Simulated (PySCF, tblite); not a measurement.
# C5H14B2: geometry, infrared bands and NMR shifts

What infrared bands and NMR shifts should C5H14B2 (`BCCBCCC`) show?

The runs use tblite 0.8.0 and PySCF 2.14.0, with density-fitted response routines of our own; the level of theory stands in each step. All values are computed, except where a source is named. Atoms are numbered from 0 throughout.

## 1. The starting structure

21 atoms, charge 0, multiplicity 1; geometry from: force field or distance geometry start.

Bonds of the start (Å): B0–C1 1.59, C1–C2 1.50, C2–B3 1.57, B3–C4 1.56, C4–C5 1.51, C5–C6 1.50, B0–H7 1.21, B0–H8 1.20, C1–H9 1.12, C1–H10 1.11, C2–H11 1.14, C2–H12 1.11, B3–H13 1.19, C4–H14 1.13, C4–H15 1.12, C5–H16 1.13, C5–H17 1.12, C6–H18 1.09, C6–H19 1.14, C6–H20 1.12.

## 2. Relaxing the molecule with GFN2-xTB

Job settings and geometry (Å):

```
{"job": {"kind": "relax", "xc": "GFN2-xTB", "basis": "xTB"}, "charge": 0, "multiplicity": 1}
B     -2.521400     0.899100    -0.167500
C     -2.414100    -0.536600     0.502600
C     -1.390700    -1.372500    -0.204500
B      0.060700    -0.769700    -0.242800
C      0.565900     0.426000     0.622800
C      1.823900     1.002800     0.014000
C      2.975000     0.050300    -0.076200
H     -2.783400     1.812000     0.578400
H     -2.803100     1.033700    -1.324600
H     -2.234800    -0.463300     1.603800
H     -3.408300    -1.017600     0.376300
H     -1.786400    -1.462000    -1.264700
H     -1.424500    -2.397600     0.212700
H      0.849400    -1.392100    -0.878100
H     -0.157500     1.297000     0.684700
H      0.840900     0.096600     1.661000
H      2.126800     1.917700     0.608400
H      1.661600     1.361200    -1.032400
H      2.719200    -1.004900    -0.161700
H      3.703600     0.235100     0.777400
H      3.588300     0.301500    -0.980700
```

Started as:

```console
$ OMP_NUM_THREADS=1 python probes_run.py task.json out
```

The driver reads the jobs from task.json and runs them one after another.

**Question.** This job is followed by: GFN2-xTB harmonic vibrations, gas phase; GIAO PBE0/pcSseg-1 NMR shielding, non-relativistic, gas phase. Predict these results of the whole session: strongest single infrared mode (GFN2-xTB); zero-point energy (GFN2-xTB); ¹³C shifts against TMS (PBE0/pcSseg-1); ¹H shifts against TMS (PBE0/pcSseg-1, means over atoms taken as alike); ¹¹B shifts against BF3·OEt2 (PBE0/pcSseg-1).

The runs gave:

```
                                                              quantity                                          value
                             strongest single infrared mode (GFN2-xTB)                           857 cm⁻¹, 255 km/mol
                                          zero-point energy (GFN2-xTB)                                 112.8 kcal/mol
                                ¹³C shifts against TMS (PBE0/pcSseg-1)               48.2, 39.0, 26.9, 22.6, 17.3 ppm
¹H shifts against TMS (PBE0/pcSseg-1, means over atoms taken as alike)  8.09, 7.27, 2.14, 1.58, 1.47, 1.19, -0.16 ppm
                           ¹¹B shifts against BF3·OEt2 (PBE0/pcSseg-1)                                 90.3, 74.9 ppm
```

The optimisation took 138 steps and gained 0.728 eV; among the close pairs (by a distance rule), C6–H19 changed most, from 1.137 to 1.088 Å. All 57 modes are real, so the xTB geometry is a minimum. The strongest single mode, at 857 cm⁻¹, is spread over many atoms; the largest shares are those of H8, H7, B3. Unscaled tight-binding wavenumbers are off by several per cent, some by more. Its intensities can rank the bands wrongly. At PBE0/pcSseg-1: The largest span, 192 ppm, is at B3, where the paramagnetic term is -183 ppm.
